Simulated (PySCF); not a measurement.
**GaO: from the state search to spectroscopic constants**

The task here is to estimate one member of a computed series from the others.

Program: PySCF 2.14.0. Level of theory: Ga pcseg-1, O pcseg-1, no relativity. These are calculated values, not measurements.

The first run:

Settings of the job:

| Property | Result |
| --- | --- |
| atoms | Ga, O |
| charge | 0 |
| basis | Ga pcseg-1, O pcseg-1 |
| Hamiltonian | no relativity |
| basis functions | 41 |
| electrons treated | 39 |
| masses in u | 68.9256, 15.9949 |
| levels | PBE0, PBE, r²SCAN, M06-2X, BLYP, LDA, LC-ωPBE, HF, MP2, SCS-MP2, CCSD, CCSD(T) |
| grid | 80 radial by 434 angular points |
| occupations | held fixed by the projection of orbital angular momentum |
| dissociation limit | Ga + O, each in its ground configuration |
| starting distance in angstrom | 1.805 |
| values of 2S to try | 1, 3 |

On the command line:

```bash
$ OMP_NUM_THREADS=1 python dia.py task.json out
```

Steps of the session up to this table: Input; The PBE0 curve of the state that the search chose; Higher solutions at PBE0; PBE (GGA); r²SCAN (meta-GGA); M06-2X; BLYP (GGA); LDA (local density); LC-ωPBE (range-separated hybrid); ROHF (mean field); Correlated methods on the Hartree–Fock reference.

One of the session's tables, all rows but one given; the rest of the session is left out.

| level | Re (Å) | ωe (cm⁻¹) | De (eV) | μ (D) |
| --- | --- | --- | --- | --- |
| ROHF | 1.837 | 595 | 1.54 | -3.28 |
| ROHF-CCSD | 1.744 | 695 | 3.47 | n/a |
| ROHF-CCSD(T) | 1.744 | 721 | 3.67 | n/a |
| LDA | ? | ? | ? | ? |
| PBE | 1.733 | 729 | 4.65 | -3.62 |
| BLYP | 1.750 | 699 | 4.50 | -3.52 |
| r²SCAN | 1.718 | 744 | 4.36 | -3.76 |
| PBE0 | 1.729 | 707 | 3.99 | -3.85 |
| M06-2X | 1.729 | 740 | 3.91 | -4.21 |
| LC-ωPBE | 1.708 | 714 | 3.98 | -4.05 |

Q: Estimate the row for LDA from the others.

**Answer.** Re (Å): 1.700; ωe (cm⁻¹): 787; De (eV): 5.55; μ (D): -3.60. In the column «Re (Å)» it is the lowest.

De is counted to Ga + O in their ground configurations. A positive dipole means Ga(−)O(+). No constants: ROHF-MP2 (the points don't follow one smooth fit); ROHF-SCS-MP2 (the points don't follow one smooth fit).

Time per point (s) on 1 thread of Arm Neoverse V1, shared host (CPU time, shared integrals of 0.14 s apart; correlated levels include their reference; CCSD comes with the CCSD(T) run); the times are rough: ROHF 0.16, ROHF-CCSD(T) 2.8, LDA 0.34, PBE 0.63, BLYP 0.43, r²SCAN 0.84, PBE0 0.82, M06-2X 0.9, LC-ωPBE 0.81.

Limits of these values: Lowest PBE0 solution found, without spin–orbit coupling: ²Σ⁺ (doublet), unpaired electrons σ ↑. T1 is 0.070 near the minimum (highest on the curve 0.073), which may point to more than one leading configuration. Warnings in the runs' records: inverted.
